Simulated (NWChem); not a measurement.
# CH3BeF (BeMeF) at KT2 (NWChem form)/STO-6G (density fitting), part 2 of 2

NWChem 7.3.0.

### 3 The doublet anion at the same level

Input file calc.nw:

```
start calc
memory 2200 mb
charge -1

geometry noautosym nocenter noautoz
 Be    -0.009510     0.008170    -1.137940
 C      0.001990     0.000990     0.582560
 H     -0.430090     0.890600     1.034950
 H      0.998760    -0.072200     1.014320
 H     -0.550320    -0.828800     1.020830
 F     -0.010840     0.001240    -2.514720
end

basis spherical
 Be library STO-6G
 C library STO-6G
 H library STO-6G
 F library STO-6G
end

basis "cd basis" spherical
 Be library "dgauss a2 dft coulomb fitting"
 C library "dgauss a2 dft coulomb fitting"
 H library "dgauss a2 dft coulomb fitting"
 F library "dgauss a2 dft coulomb fitting"
end

dft
 xc kt2
 mult 2
 grid fine
 convergence energy 1e-08
 maxiter 150
end

property
 dipole
 electrondensity
end

task dft property
```

The run is started by

```
$ nwchem calc.nw > calc.out
```

Log:

```text
Northwest Computational Chemistry Package (NWChem) 7.3.0
             --------------------------------------------------------

           Job information
           ---------------

    nwchem branch   = 7.3.0
    use scalapack   = T
    input           = calc.nw
    prefix          = calc.
    data base       = ./calc.db
    status          = startup
    nproc           =        1

           Memory information
           ------------------

    heap     =     72089598 doubles =      550.0 Mbytes
    stack    =     72089595 doubles =      550.0 Mbytes
    global   =    144179200 doubles =     1100.0 Mbytes (distinct from heap & stack)
    total    =    288358393 doubles =     2200.0 Mbytes
    verify   = yes
    hardfail = no

           Directory information
           ---------------------

  0 permanent = .
  0 scratch   = .

                                NWChem Input Module
                                -------------------

 Scaling coordinates for geometry "geometry" by  1.889725989
 (inverse scale =  0.529177249)

                             Geometry "geometry" -> ""
                             -------------------------

 Output coordinates in angstroms (scale by  1.889725989 to convert to a.u.)

  No.       Tag          Charge          X              Y              Z
 ---- ---------------- ---------- -------------- -------------- --------------
    1 Be                   4.0000    -0.00951000     0.00817000    -1.13794000
    2 C                    6.0000     0.00199000     0.00099000     0.58256000
    3 H                    1.0000    -0.43009000     0.89060000     1.03495000
    4 H                    1.0000     0.99876000    -0.07220000     1.01432000
    5 H                    1.0000    -0.55032000    -0.82880000     1.02083000
    6 F                    9.0000    -0.01084000     0.00124000    -2.51472000

      Atomic Mass
      -----------

      Be                 9.012180
      C                 12.000000
      H                  1.007825
      F                 18.998400

 Effective nuclear repulsion energy (a.u.)      46.6730339588

            Nuclear Dipole moment (a.u.)
            ----------------------------
        X                 Y               Z
 ---------------- ---------------- ----------------
    -0.1990070439     0.0744174094   -38.9638444188

            XYZ format geometry
            -------------------
     6
 geometry
 Be                   -0.00951000     0.00817000    -1.13794000
 C                     0.00199000     0.00099000     0.58256000
 H                    -0.43009000     0.89060000     1.03495000
 H                     0.99876000    -0.07220000     1.01432000
 H                    -0.55032000    -0.82880000     1.02083000
 F                    -0.01084000     0.00124000    -2.51472000

 ==============================================================================
                                internuclear distances
 ------------------------------------------------------------------------------
       center one      |      center two      | atomic units |  angstroms
 ------------------------------------------------------------------------------
    2 C                |   1 Be               |     3.25137  |     1.72055
    3 H                |   2 C                |     2.05516  |     1.08755
    4 H                |   2 C                |     2.05739  |     1.08873
    5 H                |   2 C                |     2.05770  |     1.08889
    6 F                |   1 Be               |     2.60177  |     1.37680
 ------------------------------------------------------------------------------
                         number of included internuclear distances:          5
 ==============================================================================

 ==============================================================================
                                 internuclear angles
 ------------------------------------------------------------------------------
        center 1       |       center 2       |       center 3       |  degrees
 ------------------------------------------------------------------------------
    2 C                |   1 Be               |   6 F                |   179.38
    1 Be               |   2 C                |   3 H                |   114.20
    1 Be               |   2 C                |   4 H                |   113.76
    1 Be               |   2 C                |   5 H                |   113.72
    3 H                |   2 C                |   4 H                |   104.70
    3 H                |   2 C                |   5 H                |   104.74
    4 H                |   2 C                |   5 H                |   104.69
 ------------------------------------------------------------------------------
                            number of included internuclear angles:          7
 ==============================================================================

                      Basis "ao basis" -> "" (spherical)
                      -----
  [basis functions not shown]

 Summary of "ao basis" -> "" (spherical)
 ------------------------------------------------------------------------------
       Tag                 Description            Shells   Functions and Types
 ---------------- ------------------------------  ------  ---------------------
 Be                          STO-6G                  3        5   2s1p
 C                           STO-6G                  3        5   2s1p
 H                           STO-6G                  1        1   1s
 F                           STO-6G                  3        5   2s1p

[... 17 lines left out ...]
  convergence criterion.
[... 32 lines left out ...]
          Convergence on energy requested:  1.00D-08
          Convergence on density requested:  1.00D-05
          Convergence on gradient requested:  5.00D-04
[... 21 lines left out ...]
          Spatial weights used:  Erf1
[... 1 line left out ...]
          Convergence Information
[... 1 line left out ...]
          Convergence aids based upon iterative change in
          total energy or number of iterations.
[... 59 lines left out ...]
   convergence    iter        energy       DeltaE   RMS-Dens  Diis-err    time
[... 13 lines left out ...]
         Total DFT energy =     -156.006702102281
      One electron energy =     -311.758784195097
           Coulomb energy =      131.958310500509
    Exchange-Corr. energy =      -22.879262366467
 Nuclear repulsion energy =       46.673033958774
[... 5 lines left out ...]
                    DFT Final Alpha Molecular Orbital Analysis
[... 142 lines left out ...]
                     DFT Final Beta Molecular Orbital Analysis
[... 87 lines left out ...]
 Vector   12  Occ=0.000000D+00  E= 4.501685D-01
              MO Center= -2.6D-03, -1.3D-02, -1.2D+00, r^2= 1.9D+00
   Bfn.  Coefficient  Atom+Function         Bfn.  Coefficient  Atom+Function
  ----- ------------  ---------------      ----- ------------  ---------------
     3      0.822963  1 Be px                 4      0.473432  1 Be py
    16     -0.383637  6 F  px                13      0.263901  5 H  s
    12     -0.242709  4 H  s                 17     -0.220705  6 F  py
     8      0.081070  2 C  px                 9      0.046702  2 C  py

 Vector   13  Occ=0.000000D+00  E= 4.793220D-01
              MO Center= -1.7D-02,  3.1D-02, -1.1D+00, r^2= 1.9D+00
   Bfn.  Coefficient  Atom+Function         Bfn.  Coefficient  Atom+Function
  ----- ------------  ---------------      ----- ------------  ---------------
     4      0.819246  1 Be py                 3     -0.471295  1 Be px
    17     -0.374483  6 F  py                11     -0.309478  3 H  s
    16      0.215448  6 F  px                12      0.178199  4 H  s
    13      0.141312  5 H  s                  9      0.106164  2 C  py
     8     -0.061042  2 C  px

 Vector   14  Occ=0.000000D+00  E= 4.931379D-01
              MO Center= -7.1D-03,  3.6D-03, -1.1D+00, r^2= 2.1D+00
   Bfn.  Coefficient  Atom+Function         Bfn.  Coefficient  Atom+Function
  ----- ------------  ---------------      ----- ------------  ---------------
     2      1.164403  1 Be s                  7     -0.705568  2 C  s
    10      0.413956  2 C  pz                15     -0.415204  6 F  s
    18     -0.410788  6 F  pz                 1     -0.225492  1 Be s
[... 4 lines of this table left out ...]
              MO Center=  2.3D-02, -2.2D-01,  6.6D-01, r^2= 1.4D+00
   Bfn.  Coefficient  Atom+Function         Bfn.  Coefficient  Atom+Function
  ----- ------------  ---------------      ----- ------------  ---------------
     8      0.961135  2 C  px                13      0.876468  5 H  s
    12     -0.726287  4 H  s                  9      0.573260  2 C  py
     3     -0.237744  1 Be px                 4     -0.142317  1 Be py
[... 4 lines of this table left out ...]
              MO Center=  1.0D-01, -5.9D-02,  6.6D-01, r^2= 1.5D+00
   Bfn.  Coefficient  Atom+Function         Bfn.  Coefficient  Atom+Function
  ----- ------------  ---------------      ----- ------------  ---------------
     9      0.898592  2 C  py                12      0.750417  4 H  s
    11     -0.629078  3 H  s                 13      0.597641  5 H  s
     8     -0.557515  2 C  px                 7     -0.438611  2 C  s
[... 4 lines of this table left out ...]
              MO Center= -1.2D-01,  2.9D-01,  8.6D-01, r^2= 1.5D+00
   Bfn.  Coefficient  Atom+Function         Bfn.  Coefficient  Atom+Function
  ----- ------------  ---------------      ----- ------------  ---------------
     7      1.271476  2 C  s                 11     -1.003732  3 H  s
    10      0.620453  2 C  pz                12     -0.553912  4 H  s
    13     -0.520527  5 H  s                  9      0.335749  2 C  py
[... 4 lines of this table left out ...]
              MO Center= -9.3D-03,  9.1D-03, -9.6D-01, r^2= 1.8D+00
   Bfn.  Coefficient  Atom+Function         Bfn.  Coefficient  Atom+Function
  ----- ------------  ---------------      ----- ------------  ---------------
     5      1.453182  1 Be pz                10      0.753052  2 C  pz
    15      0.655780  6 F  s                  7     -0.544264  2 C  s
    18      0.404348  6 F  pz                 2      0.189732  1 Be s
    11     -0.152153  3 H  s                 12     -0.148550  4 H  s
    13     -0.147610  5 H  s                 14     -0.077381  6 F  s

   alpha - beta orbital overlaps
   -----------------------------

   alpha      1      2      3      4      5      6      7      8      9     10
    beta      1      2      3      4      5      6      7      8     11     10
 overlap   1.000  1.000  1.000  1.000  1.000  1.000  0.999  0.990  0.993  0.984

   alpha     11     12     13     14     15     16     17     18
    beta      9     13     12     14     15     16     17     18
 overlap   0.999  0.996  0.999  0.997  0.999  0.984  0.986  1.000

     --------------------------
     Expectation value of S2:
     --------------------------
      <S2> =      0.7563 (Exact =     0.7500)

 center of mass
 --------------
 x =  -0.01094624 y =   0.00432915 z =  -2.10542682

 moments of inertia (a.u.)
 ------------------
         311.146595062716          -0.002154035789          -1.277745489150
          -0.002154035789         311.151220593267           0.085063248726
          -1.277745489150           0.085063248726          10.698746953091

     Multipole analysis of the density
     ---------------------------------

     L   x y z        total         alpha         beta         nuclear
     -   - - -        -----         -----         ----         -------
     0   0 0 0     -1.000000    -12.000000    -11.000000     22.000000

     1   1 0 0      0.030986      0.140212      0.089780     -0.199007
[... 8 lines of this table left out ...]
     2   0 0 2    -19.917391   -133.547236   -126.603855    240.233700

          -------------
          Dipole Moment
          -------------

 Center of charge (in au) is the expansion point
         X =      -0.0090458 Y =       0.0033826 Z =      -1.7710838

   Dipole moment        0.1297809717 A.U.
             DMX        0.0219397545 DMXEFC        0.0000000000
             DMY       -0.0458326805 DMYEFC        0.0000000000
             DMZ       -0.1194199028 DMZEFC        0.0000000000
   -EFC- dipole         0.0000000000 A.U.
   Total dipole         0.1297809717 A.U.

   Dipole moment        0.3298728198 Debye(s)
             DMX        0.0557657149 DMXEFC        0.0000000000
             DMY       -0.1164959344 DMYEFC        0.0000000000
             DMZ       -0.3035374105 DMZEFC        0.0000000000
   -EFC- dipole         0.0000000000 DEBYE(S)
   Total dipole         0.3298728198 DEBYE(S)

 1 a.u. = 2.541766 Debyes

          ---------------------
          Electron/spin density
          ---------------------

 1 a.u. = 4.80286 10**(-10) esu

 Total electron density
 ----------------------
   Point      X         Y         Z      Density (a.u.)
    1 Be  -0.01797   0.01544  -2.15039      28.688955
    2 C    0.00376   0.00187   1.10088     105.867237
    3 H   -0.81275   1.68299   1.95577       0.542064
    4 H    1.88738  -0.13644   1.91679       0.529100
    5 H   -1.03995  -1.56620   1.92909       0.526629
    6 F   -0.02048   0.00234  -4.75213     382.402696

 Total spin density
 ------------------
   Point      X         Y         Z      Density (a.u.)
    1 Be  -0.01797   0.01544  -2.15039       0.060901
    2 C    0.00376   0.00187   1.10088      -0.072747
    3 H   -0.81275   1.68299   1.95577       0.034192
    4 H    1.88738  -0.13644   1.91679       0.011898
    5 H   -1.03995  -1.56620   1.92909       0.007856
    6 F   -0.02048   0.00234  -4.75213       0.018550

 Task  times  cpu:       15.4s     wall:       15.4s
 Total times  cpu:       15.4s     wall:       15.4s
```

Run time: 16 s. Hardware: 1 thread of Intel Xeon Platinum 8259CL at 2.50GHz (Skylake/Cascade Lake), shared host; peak memory 0.11 GiB.

### 4 What came out

This closing draws on all 2 parts.

Level: KT2 (NWChem form)/STO-6G (density fitting).

```
                                         quantity          value
                     singlet CH3BeF: total energy  -156.25134 Eh
                    singlet CH3BeF: dipole moment         0.20 D
                      doublet anion: total energy  -156.00670 Eh
doublet anion: HOMO energy (highest over α and β)       10.91 eV
 doublet anion: LUMO energy (lowest over α and β)       11.39 eV
                              doublet anion: ⟨S²⟩          0.756
vertical electron affinity (to the doublet anion)      -6.657 eV
```

The anion lies 6.66 eV (642 kJ/mol) above the neutral: the electron isn't bound at this level, and such a value depends on the basis. Without diffuse functions anions come out too high. In a minimal basis such a difference can be off by several eV, whatever the method. The HOMO (doublet anion) lies at positive energy, 10.91 eV; only total energies tell whether the electron is bound.
